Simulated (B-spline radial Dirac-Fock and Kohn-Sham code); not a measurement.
# An X-ray data sheet for Lu¹⁸⁺, step by step

Aim: for the Lu¹⁸⁺ ion, compute its X-ray form factor and Compton profile and the binding energy of each subshell.

The numbers are computed with B-spline radial Dirac-Fock and Kohn-Sham code (version 2): a free atom or ion on a radial basis; each step names its model.

### 1 The system

The Lu¹⁸⁺ ion in the configuration 1s2 2s2 2p6 3s2 3p6 3d10 4s2 4p6 4d10 4f7.

| Property | Result |
| --- | --- |
| nuclear charge | 71 |
| electrons | 53 |
| mass number | 175 |
| nuclear rms radius | 5.37 fm |

### 2 Form factor and Compton profile

Model: Dirac-Fock average of configuration, finite nucleus; form factor of the spherical density, Waller-Hartree incoherent function, impulse-approximation Compton profiles.

Settings, as recorded:

```ini
task = scatter
Z = 71
charge = 18
configuration = 1s2 2s2 2p6 3s2 3p6 3d10 4s2 4p6 4d10 4f7
mass_number = 175
rms_radius = 5.37  # fm
s = [0.0, 0.05, 0.1, 0.15, 0.2, 0.25, 0.3, 0.35, 0.4, 0.45, 0.5, 0.6, 0.7, 0.8, 0.9, 1.0, 1.1, 1.2, 1.4, 1.6, 1.8, 2.0, 2.5, 3.0, 3.5, 4.0, 5.0, 6.0]  # 1/A
pz = [0, 0.1, 0.2, 0.3, 0.4, 0.5, 0.6, 0.8, 1.0, 1.2, 1.4, 1.6, 1.8, 2.0, 2.5, 3.0, 4.0, 5.0, 7.0, 10.0, 15.0, 20.0, 30.0, 40.0, 60.0, 100.0]  # a.u.
photon_energy = [1000, 2000, 5000, 8047.8, 100000, 200000, 500000, 1000000]  # eV
```

### 3 Core and valence levels

Model: Dirac-Fock average of configuration, Delta-SCF, finite nucleus, first-order Breit with its frequency dependence, self-energy and vacuum polarisation.

Settings, as recorded:

```ini
task = binding
```

**Question.** What will these runs give? Wanted: rms radius of the electron cloud; form factor halves at; Compton profile at zero; deepest level listed, K; least bound, N6,7; Kα1.

The runs gave:

```
                             quantity         value
     rms radius of the electron cloud    0.399 bohr
                form factor halves at      0.90 1/Å
              Compton profile at zero  3.424 1/a.u.
         deepest level listed, K (1s)    63792.3 eV
               least bound, N6,7 (4f)      449.5 eV
                                  Kα1    54065.2 eV
ionisation energy, NIST (theoretical)    476.000 eV
```

What this shows: f falls from 53 to half of that at s = 0.90 1/Å. Incoherent scattering outweighs coherent from 200 keV on, among the energies asked. For K (1s), relaxation takes off 72.7 eV, Breit terms shift it by -199.75 and QED by -104.35 eV. NIST's ionisation energy differs by +26.47 eV from the least binding energy; the calculation averages open shells over their j components and terms. The Hartree-Fock and Dirac-Fock values hold no electron correlation.
